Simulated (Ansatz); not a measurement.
# BrClHSn: vertical and adiabatic energies of changing the electron count, by script

Wanted for BrClHSn: vertical and adiabatic energies of changing the electron count. SMILES: [Cl][SnH][Br].

All numbers are computed with the Python package of Ansatz 0.2.0. Level of theory: B3LYP+D4/def2-SVP.

## (1) The structure

Bond lengths: Cl1–Sn2 2.304 Å, Sn2–Br3 2.497 Å, Sn2–H4 1.797 Å. Angles: Cl1–Sn2–Br3 107.9°, Cl1–Sn2–H4 112.3°, Br3–Sn2–H4 108.7°.

Input file brclhsn.xyz:

```xyz
4

Cl   -2.13450    0.13330   -0.11460
Sn    0.12240    0.02150   -0.56410
Br    1.10120   -1.78140    0.85970
H     0.96650    1.56630   -0.20130
```

## (2) The script

The input, brclhsn_adiabatic.py:

```python
import itertools

import ansatz as az
from ase.data import atomic_numbers, covalent_radii
import numpy as np

BASIS_SET = "def2-SVP"
FUNCTIONAL = "b3lyp"
VDW = "d4"
NET_CHARGE = 1

geometry = az.Crystal.molecule_from_extxyz("brclhsn.xyz")

job = (
    geometry.calculation()
    .basis(gaussian=BASIS_SET)
    .functional(FUNCTIONAL, dispersion=VDW)
    .spin("collinear", total=1)
)
symbols = [site.symbol for site in geometry.cartesian_sites]
start = np.array([site.position_ang for site in geometry.cartesian_sites], dtype=float)
report = job.relax(force_tolerance=0.01, max_steps=100).run().report
end = np.array(report["positions_ang"])

minimum = az.Crystal.molecule()
for symbol, place in zip(symbols, end):
    minimum = minimum.atom(symbol, place.tolist())
ion = (
    minimum.calculation()
    .basis(gaussian=BASIS_SET)
    .functional(FUNCTIONAL, dispersion=VDW)
    .charge(NET_CHARGE)
)
vertical = ion.run().report
settled = ion.relax(force_tolerance=0.01, max_steps=80).run().report
print(f"vertical ionisation energy   {vertical['free_energy_ev'] - report['free_energy_ev']:.3f} eV")
print(f"adiabatic, no zero point     {settled['free_energy_ev'] - report['free_energy_ev']:.3f} eV")
print(f"relaxation energy of the ion {vertical['free_energy_ev'] - settled['free_energy_ev']:.3f} eV")
ionised = np.array(settled["positions_ang"])
radius = [covalent_radii[atomic_numbers[s]] for s in symbols]
span = lambda where, i, j: np.linalg.norm(where[i] - where[j])
bonded = [(i, j) for i, j in itertools.combinations(range(len(symbols)), 2) if min(span(end, i, j), span(ionised, i, j)) < 1.2 * (radius[i] + radius[j])]
print("pair        before    after (A)")
for i, j in bonded:
    print(f"{symbols[i]}{i}-{symbols[j]}{j}".ljust(10), f"{span(end, i, j):8.4f} {span(ionised, i, j):8.4f}")
```

## (3) Launch

Started as:

```console
$ python brclhsn_adiabatic.py
```

**Question.** What results will this script give? Wanted: vertical ionisation energy; adiabatic ionisation energy, no zero point.

The runs gave:

| quantity | value |
| --- | --- |
| vertical ionisation energy | 9.130 eV |
| adiabatic ionisation energy, no zero point | 8.222 eV |
| runs compared | 3 |

What this shows: The ionisation energy is a difference of two total energies at the neutral geometry; letting the ion relax lowers it by 0.91 eV. Run 1: After 3 moves the largest shift is 0.096 Å, of atom 2 (Sn). Run 3: The relaxation took 5 moves; the largest shift is 0.617 Å, of atom 2 (Sn). Notes:
- The energies are electronic: no zero-point or thermal terms, and the basis set is short of its limit. The product may relax into another structure. The relaxation finds the nearest minimum, so the adiabatic value is an upper bound.
- def2 sets replace the cores of elements past krypton by effective core potentials.
- The species is open-shell (spin multiplicity 2).
- b3lyp holds the VWN-RPA fit, as in Gaussian; the form of ORCA and Turbomole is b3lyp5.
- Only the spin states typed were run; another state of an ion can lie lower, by up to an eV or two.
